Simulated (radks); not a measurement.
**Zn in [Ar] 3d10 4s2: an all-electron calculation**

An exercise on one series of results from a longer session: the logs are not shown, and one member is left open.

The numbers are computed with radks (a radial shooting solver on a logarithmic mesh, Libxc functionals) version 1 (Dirac Kohn-Sham, PBEsol, spin-unpolarised, spherical densities, point nucleus), except any that are marked as measured or tabulated.

## Starting point

* element: zinc (Z = 30)
* charge: 0
* electrons: 30
* configuration: [Ar] 3d10 4s2

Outer shells as boxes (Hund's rule):

Zn
```
[Ar] core
3d [↑↓][↑↓][↑↓][↑↓][↑↓]
4s [↑↓]
```

The first run:

Input:

```text
Z 30
configuration [Ar] 3d10 4s2
relativity Dirac
functional pbe_sol,pbe_sol
spin unpolarised
j_filling energy
nucleus point
c 137.035999084
```

One of the session's tables, all rows but one given; the rest of the session is left out.

It belongs to the step «Radial structure». From the orbitals of this run (lengths in bohr):

```
level      <r>  outermost maximum (interpolated)  90 % within  nodes
1s1/2  0.05033                            0.0329       0.0899      0
2s1/2   0.2261                             0.189        0.350      1
2p1/2        ?                                 ?            ?      ?
2p3/2   0.1994                             0.153        0.326      0
3s1/2   0.6814                             0.588         1.02      2
3p1/2   0.7064                             0.587         1.09      1
3p3/2   0.7173                             0.595         1.11      1
3d3/2   0.9067                             0.564         1.60      0
3d5/2   0.9154                             0.567         1.62      0
4s1/2    2.642                              2.09         4.09      3
```

**Question.** Estimate the row for 2p1/2.

**Answer.** <r>: 0.1960; outermost maximum (interpolated): 0.150; 90 % within: 0.321; nodes: 0. In the column «<r>» it lies between 1s1/2 (0.05033) and 2p3/2 (0.1994).
